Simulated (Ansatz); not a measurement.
**AlF2H4NS: a short trajectory**

Aim: follow the atoms for 30 steps of 1.0 fs at constant energy, with velocities drawn for 200 K, and see to which side of the barrier the system falls.

The runs use Ansatz 0.2.0, Gaussian basis; PBE-D4/6-31G.

1 further run of the same task is left out (it didn't finish).

### 1 The starting structure

The start, a first-order saddle point found at PBE0-D4 in triple zeta: 9 atoms, charge 0, spin multiplicity 1.

Atoms are counted from 1 here; the program's logs count them from 0.

Bond lengths: Al1–N2 1.839 Å, Al1–F3 1.649 Å, Al1–F4 1.652 Å, Al1–S6 2.440 Å, N2–H7 1.011 Å, N2–H8 1.011 Å, H5–S6 1.471 Å, S6–H9 1.345 Å. Angles: N2–Al1–F3 115.7°, N2–Al1–F4 115.0°, N2–Al1–S6 85.7°, F3–Al1–F4 120.9°, F3–Al1–S6 106.8°, F4–Al1–S6 105.3°, Al1–N2–H7 119.9°, Al1–N2–H8 119.9°, H7–N2–H8 108.5°, Al1–S6–H5 60.5°, Al1–S6–H9 91.5°, H5–S6–H9 92.2°.

Coordinates:

```xyz
9

Al   -0.17627   -0.46656   -0.81929
N     0.26113    1.19059   -0.15313
F     0.88800   -1.10368   -1.90611
F    -1.79698   -0.76193   -0.94526
H     0.54050    0.12831    1.10759
S     0.46289   -1.31585    1.37734
H     1.08664    1.66818   -0.48992
H    -0.46364    1.87746    0.00628
H    -0.80217   -1.21651    1.82239
```

### 2 The run

Contents of md/in.yaml:

```yaml
crystal:
  periodic: [false, false, false]
  atoms:
    - {symbol: Al, position_ang: [-0.176268, -0.466560, -0.819286]}
    - {symbol: N, position_ang: [0.261127, 1.190588, -0.153126]}
    - {symbol: F, position_ang: [0.888000, -1.103683, -1.906112]}
    - {symbol: F, position_ang: [-1.796984, -0.761934, -0.945262]}
    - {symbol: H, position_ang: [0.540501, 0.128310, 1.107592]}
    - {symbol: S, position_ang: [0.462887, -1.315855, 1.377344]}
    - {symbol: H, position_ang: [1.086640, 1.668182, -0.489920]}
    - {symbol: H, position_ang: [-0.463635, 1.877458, 0.006280]}
    - {symbol: H, position_ang: [-0.802168, -1.216506, 1.822390]}
basis:
  gaussian: {orbitals: 6-31G}
hamiltonian: {xc: pbe, dispersion: d4}
md: {n_steps: 30, timestep: 1.0, temperature: 200, ensemble: nve, seed: 989, initial_velocities: maxwell_boltzmann}
```

On the command line:

```sh
ansatz run in.yaml --threads 3 --pin off --events-out ev --progress --plain --max-ram 6092MiB
```

**Question.** What will these runs give? Wanted: temperature at the start; mean temperature, second half; lowest and highest potential energy, from the first frame; largest change of potential + kinetic; bonds lost by distance.

**Answer**, as computed:

| quantity | value |
| --- | --- |
| length | 30 steps, 30.0 fs |
| temperature at the start | 200 K |
| mean temperature, second half | 1098 K |
| lowest and highest potential energy, from the first frame | -1164 and 43 meV |
| largest change of potential + kinetic | 56.0 meV |
| bonds lost by distance | H5–S6 |

In words: By the last frame it has moved towards the side where Al1–S6, N2–H5 form. The system runs downhill by 1.16 eV, and that energy turns into motion. With no thermostat the total energy should stay fixed; it holds within 56.0 meV, or 8 % of the mean kinetic energy of 736 meV, more than a sound time step leaves. The instant temperature ranges from 159 to 1448 K, as energy passes between motion and strain.
